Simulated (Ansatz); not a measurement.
# CH4GeO2: the cost of one run

Method: the settings change from run to run; program: Ansatz 0.2.0, Gaussian basis.

## (1) The molecule

An earlier PBE0-D4 in a triple-zeta def2 set relaxation fixed the geometry.

SMILES `O=[C](O)[GeH3]`, 8 atoms, charge 0, spin multiplicity 1.

Atoms are counted from 1 here; the program's logs count them from 0.

Bond lengths: O1–C2 1.198 Å, C2–O3 1.345 Å, C2–Ge4 1.998 Å, O3–H5 0.972 Å, Ge4–H6 1.533 Å, Ge4–H7 1.533 Å, Ge4–H8 1.529 Å. Angles: O1–C2–O3 122.9°, O1–C2–Ge4 125.2°, O3–C2–Ge4 111.9°, C2–O3–H5 107.1°, C2–Ge4–H6 108.6°, C2–Ge4–H7 108.7°, C2–Ge4–H8 106.9°, H6–Ge4–H7 109.9°, H6–Ge4–H8 111.2°, H7–Ge4–H8 111.3°.

## (2) PBE/aug-cc-pVTZ

Options: charge -1, multiplicity 2, atoms shaken by 0.03 Å, D3(BJ) with three-body dispersion.

Input file in.yaml:

```yaml
crystal:
  periodic: [false, false, false]
  atoms:
    - {symbol: O, position_ang: [1.027994, -1.288188, 1.116947]}
    - {symbol: C, position_ang: [0.765389, -0.292582, 0.369964]}
    - {symbol: O, position_ang: [1.628283, 0.636076, 0.084086]}
    - {symbol: Ge, position_ang: [-1.106060, 0.034759, -0.374538]}
    - {symbol: H, position_ang: [2.436352, 0.402471, 0.486273]}
    - {symbol: H, position_ang: [-1.566977, 1.344577, 0.155369]}
    - {symbol: H, position_ang: [-1.000301, 0.141682, -1.865297]}
    - {symbol: H, position_ang: [-2.021692, -1.181375, 0.110626]}
basis:
  gaussian: {orbitals: aug-cc-pVTZ}
total_charge: -1
magnetization: {spin_polarized: true, initial_magnetization: 1}
hamiltonian: {xc: {name: PBE}, dispersion: d3bjatm}
```

On the command line:

```
$ ansatz run in.yaml --threads 2 --pin off --events-out ev --progress --plain --max-ram 4352MiB
```

**Question.** How long does this run take on 2 threads of Arm Neoverse V1, shared host, and how much memory does it need?

About 75 s, with a peak of 1.4 GiB.
